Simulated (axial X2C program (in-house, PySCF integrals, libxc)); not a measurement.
**WC⁻: properties at the nuclei**

Aim: properties at the nuclei of WC⁻, with spin–orbit coupling in the Hamiltonian from the start.

Program: an in-house X2C program for linear molecules on PySCF integrals. Level of theory: two-component X2C with atomic mean-field terms, W dyall-acv3z, C dyall-av3z. These are calculated values, not measurements.

## Step 1: The job

The input, task.json:

```json
{
 "zs": [
  74,
  6
 ],
 "q": -1,
 "bas": [
  "dyall-acv3z",
  "dyall-av3z"
 ],
 "r0": 1.87,
 "levels": [
  "PBE0",
  "HF",
  "LDA",
  "BHandHLYP",
  "r2SCAN"
 ],
 "nst": 3
}
```

Keys: zs atomic numbers; q charge; bas basis sets; r0 starting distance in Å; levels methods (HF also brings MP2); nst determinants followed.

Command:

```
> python soeom.py task.json out
```

The runs that follow: Expectation values, lowest determinant; Expectation values, a higher determinant; Expectation values, a higher determinant.

Before running it: what results should come out? Wanted: lowest determinant; Eeff magnitude; Ws magnitude W; A∥/gI W; qzz W; higher determinant (for each run or level that gives them).

The runs gave:

| quantity | value |
| --- | --- |
| lowest determinant | Ω = 3/2 (excess of +ω over −ω: ω = 3/2) |
| Eeff magnitude (GV/cm), PBE0 | 0.554 |
| Ws magnitude W (kHz), PBE0 | 0.691 |
| A∥/gI W (MHz), PBE0 | 564 |
| qzz W (a.u.), PBE0 | -8.03 |
| higher determinant | Ω = 3/2 (excess of +ω over −ω: ω = 1/2, ω = -3/2, ω = 5/2) |
| Eeff magnitude (GV/cm), PBE0, higher determinant | 40.2 |
| Ws magnitude W (kHz), PBE0, higher determinant | 25.7 |
| A∥/gI W (MHz), PBE0, higher determinant | 1850 |
| qzz W (a.u.), PBE0, higher determinant | -2.53 |
| higher determinant | Ω = 5/2 (excess of +ω over −ω: ω = 5/2) |
| Eeff magnitude (GV/cm), PBE0, higher determinant | 1.21 |
| Ws magnitude W (kHz), PBE0, higher determinant | 0.304 |
| A∥/gI W (MHz), PBE0, higher determinant | 564 |
| qzz W (a.u.), PBE0, higher determinant | -8.46 |

In the first state, the effective field runs from 0.554 to 30.2 GV/cm over the mean-field levels, so the levels don't agree on it. The expectation values come from single determinants, which for open shells can mix terms of unlike spin or miss the lowest Ω, so a determinant need not be a state. Eeff is the effective electric field on the electron dipole moment in this Ω state and Ws the scalar–pseudoscalar constant (defined with the proton number Z and per Ω); A∥ is the parallel hyperfine constant, which follows by multiplying with the nuclear g factor gI = μI/(I μN); qzz is the electric field gradient, eQq0 = 234.96 MHz × Q/barn × qzz. The operators were transformed with the bare-nucleus X2C matrices.
